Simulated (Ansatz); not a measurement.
# C3H12GaN3: how energies converge with the basis set

How large a basis does C3H12GaN3 need? Two functionals are run in growing sets.

The runs use Ansatz 0.2.0, Gaussian basis; one geometry, several basis sets.

Levels to be run: PBE0-D4/def2-SVP; ωB97M-V/def2-SVP; PBE0-D4/def2-QZVPP; ωB97M-V/def2-QZVPP; the functionals' def2-TZVPP values are taken from earlier runs.

## 1. Structure used throughout

All runs share one geometry, relaxed beforehand with PBE0-D4 in a triple-zeta def2 set.

SMILES `C[NH][Ga]([NH]C)[NH]C`, 19 atoms, charge 0, spin multiplicity 1.

Atoms are counted from 1 here; the program's logs count them from 0.

Bond lengths: C1–N2 1.442 Å, C1–H8 1.093 Å, C1–H9 1.097 Å, C1–H10 1.099 Å, N2–Ga3 1.820 Å, N2–H11 1.006 Å, Ga3–N4 1.820 Å, Ga3–N6 1.820 Å, N4–C5 1.442 Å, N4–H12 1.006 Å, C5–H13 1.093 Å, C5–H14 1.097 Å, C5–H15 1.099 Å, N6–C7 1.442 Å, N6–H16 1.006 Å, C7–H17 1.093 Å, C7–H18 1.099 Å, C7–H19 1.097 Å. Angles: N2–C1–H8 110.0°, N2–C1–H9 111.9°, N2–C1–H10 113.6°, H8–C1–H9 106.4°, H8–C1–H10 107.1°, H9–C1–H10 107.5°, C1–N2–Ga3 125.9°, C1–N2–H11 113.4°, Ga3–N2–H11 119.5°, N2–Ga3–N4 119.9°, N2–Ga3–N6 119.9°, N4–Ga3–N6 119.9°, Ga3–N4–C5 125.9°, Ga3–N4–H12 119.5°, C5–N4–H12 113.4°, N4–C5–H13 110.0°, N4–C5–H14 111.9°, N4–C5–H15 113.6° and more.

Coordinates:

```xyz
19
C3H12GaN3
C    -1.8839    1.9933   -0.9650
N    -0.9699    0.9120   -1.2407
Ga   -0.0644   -0.0626    0.0014
N     1.1806   -1.2792   -0.5303
C     1.5584   -1.5621   -1.8933
N    -0.2931    0.2872    1.7728
C     0.4483   -0.3118    2.8555
H    -1.7167    2.3750    0.0457
H    -1.7329    2.8401   -1.6458
H    -2.9420    1.7027   -1.0298
H    -1.0117    0.5857   -2.1914
H     1.5203   -1.9596    0.1282
H     1.2558   -0.7370   -2.5436
H     2.6452   -1.6623   -2.0041
H     1.1001   -2.4762   -2.2964
H    -1.1113    0.7871    2.0769
H     1.3779   -0.7448    2.4769
H    -0.0967   -1.1156    3.3704
H     0.7360    0.4281    3.6127
```

## 2. PBE0-D4 in def2-SVP

Input file in.yaml:

```yaml
crystal:
  periodic: [false, false, false]
  atoms:
    - {symbol: C, position_ang: [-1.883891, 1.993297, -0.965020]}
    - {symbol: N, position_ang: [-0.969913, 0.911953, -1.240743]}
    - {symbol: Ga, position_ang: [-0.064413, -0.062629, 0.001368]}
    - {symbol: N, position_ang: [1.180573, -1.279162, -0.530264]}
    - {symbol: C, position_ang: [1.558413, -1.562063, -1.893305]}
    - {symbol: N, position_ang: [-0.293054, 0.287232, 1.772788]}
    - {symbol: C, position_ang: [0.448259, -0.311753, 2.855543]}
    - {symbol: H, position_ang: [-1.716669, 2.375010, 0.045652]}
    - {symbol: H, position_ang: [-1.732856, 2.840106, -1.645839]}
    - {symbol: H, position_ang: [-2.941960, 1.702685, -1.029816]}
    - {symbol: H, position_ang: [-1.011749, 0.585670, -2.191404]}
    - {symbol: H, position_ang: [1.520292, -1.959563, 0.128229]}
    - {symbol: H, position_ang: [1.255798, -0.737022, -2.543581]}
    - {symbol: H, position_ang: [2.645196, -1.662338, -2.004051]}
    - {symbol: H, position_ang: [1.100089, -2.476168, -2.296429]}
    - {symbol: H, position_ang: [-1.111349, 0.787101, 2.076922]}
    - {symbol: H, position_ang: [1.377888, -0.744843, 2.476921]}
    - {symbol: H, position_ang: [-0.096667, -1.115616, 3.370353]}
    - {symbol: H, position_ang: [0.736011, 0.428101, 3.612664]}
basis:
  gaussian: {orbitals: def2-SVP}
hamiltonian: {xc: pbe0, dispersion: d4}
output: {orbitals: {seedname: orbitals}}
```

Launch:

```
> ansatz run in.yaml --threads 2 --pin off --events-out ev --progress --plain --max-ram 32768MiB --backend cpu
```

After this run come: ωB97M-V in def2-SVP; PBE0-D4 in def2-QZVPP; ωB97M-V in def2-QZVPP.

Q: Predict the results of all the runs planned. Wanted: PBE0-D4: double and triple zeta above quadruple; ωB97M-V: double and triple zeta above quadruple.

The runs gave:

| quantity | value |
| --- | --- |
| PBE0-D4: double and triple zeta above quadruple | 17.23, 1.67 eV |
| ωB97M-V: double and triple zeta above quadruple | 17.55, 1.62 eV |

**Reading.** PBE0-D4 gains 15.55 eV from double to triple zeta, then 1.67 eV more. These are total energies; as a rule much of such shifts cancels in differences, which this series doesn't test. The LUMO of ωB97M-V is positive and keeps falling with the basis (2.43 to 1.29 eV): an unbound level that the basis holds in place.
